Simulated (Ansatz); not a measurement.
# Chromium, diamond under r²SCAN: from relaxation to bulk modulus

The plan for chromium in the diamond structure: relax it, solve it on a dense k-mesh, switch on spin-orbit coupling, then scale the cell to 7 volumes from 88 to 112 % of the relaxed one and try a fit of the equation of state. The k-meshes are 11×11×11 for the relaxation; 18×18×18 for the dense run; 11×11×11 for spin-orbit coupling; 12×12×12 for the volumes.

This is Cr in the diamond structure; at room conditions it is bcc.

Method: DFT r2SCAN, plane waves (500 eV) with PAW, scalar-relativistic; the PAW data stem from PBE, with regenerated cores, in Ansatz 0.2.0.

## Step 1: The system as given

Symmetry: Fd-3m, No. 227, cubic system. Conventional cell: a = 5.060 Å, b = 5.060 Å, c = 5.060 Å, α = 90.00°, β = 90.00°, γ = 90.00°. Around Cr (site symmetry -43m) lie 4 Cr at 2.19 Å.

Structure file:

```xyz
2
Lattice="0.0000 2.5298 2.5298 2.5298 0.0000 2.5298 2.5298 2.5298 0.0000" Properties=species:S:1:pos:R:3 pbc="T T T"
Cr    0.6324    0.6324    0.6324
Cr    4.4271    4.4271    4.4271
```

## Step 2: Relaxation of the cell

input.yaml reads:

```yaml
crystal:
  lattice:
    - [0.0, 2.5297724266, 2.5297724266]
    - [2.5297724266, 0.0, 2.5297724266]
    - [2.5297724266, 2.5297724266, 0.0]
  atoms:
    - { symbol: Cr, position: [0.125, 0.125, 0.125] }
    - { symbol: Cr, position: [0.875, 0.875, 0.875] }
hamiltonian:
  xc: r2scan
  pseudopotentials:
    kind: paw
    azcp:
      Cr: "pseudopotentials/Cr.paw.azcp"
basis:
  ecutwfc: 500
  fft_grid_basis: typed
kpoints:
  mp_grid: { grid: [11, 11, 11], shift: [0, 0, 0] }
magnetization:
  spin_polarized: false
scf:
  occupations: { method: fermi_dirac, width: 0.1 }
relax:
  max_steps: 60
  f_tol: 0.01
  cell: {}
```

Command:

```console
$ ansatz run input.yaml --threads 1 --pin off --max-ram 3584MiB --backend cpu --events-out ev --progress --plain --runs-dir out
```

The runs that follow: Dense single point; With spin-orbit coupling; At 88 % of the relaxed volume; At 92 % of the relaxed volume; At 96 % of the relaxed volume; At 100 % of the relaxed volume; At 104 % of the relaxed volume; At 108 % of the relaxed volume; At 112 % of the relaxed volume.

Before running it: what results should come out? Wanted: space group; conventional cell; volume; shortest distance; gap on the mesh; relative to bcc, antiferromagnetic; V₀, B₀, B₀′.

The runs gave:

| quantity | value |
| --- | --- |
| space group (spins left aside) | Fd-3m (No. 227) |
| conventional cell | a = 5.045 Å |
| volume | 16.055 Å³/atom |
| shortest distance | 2.185 Å |
| gap on the mesh | none (levels filled in part) |
| relative to bcc, antiferromagnetic | +2617 meV/atom |
| V₀, B₀, B₀′ | 15.999 Å³/atom, 107 GPa, 3.7 |

What this shows: From the guessed start the volume shrank by 0.8 % in 4 steps. Against the reference form of chromium (bcc, antiferromagnetic, computed apart with the same settings) it stands 2617 meV/atom higher; part of this is magnetic energy, as this run has no moments. No gap shows: it is a metal or semimetal at this level. The total energy of the spin-orbit run lies +1.0 eV/atom from the scalar one, but the two kinds of run don't share a zero of energy: only differences within one kind count. B₀ comes out at 107 GPa. Relaxation kept the symmetry; phonons were not checked.
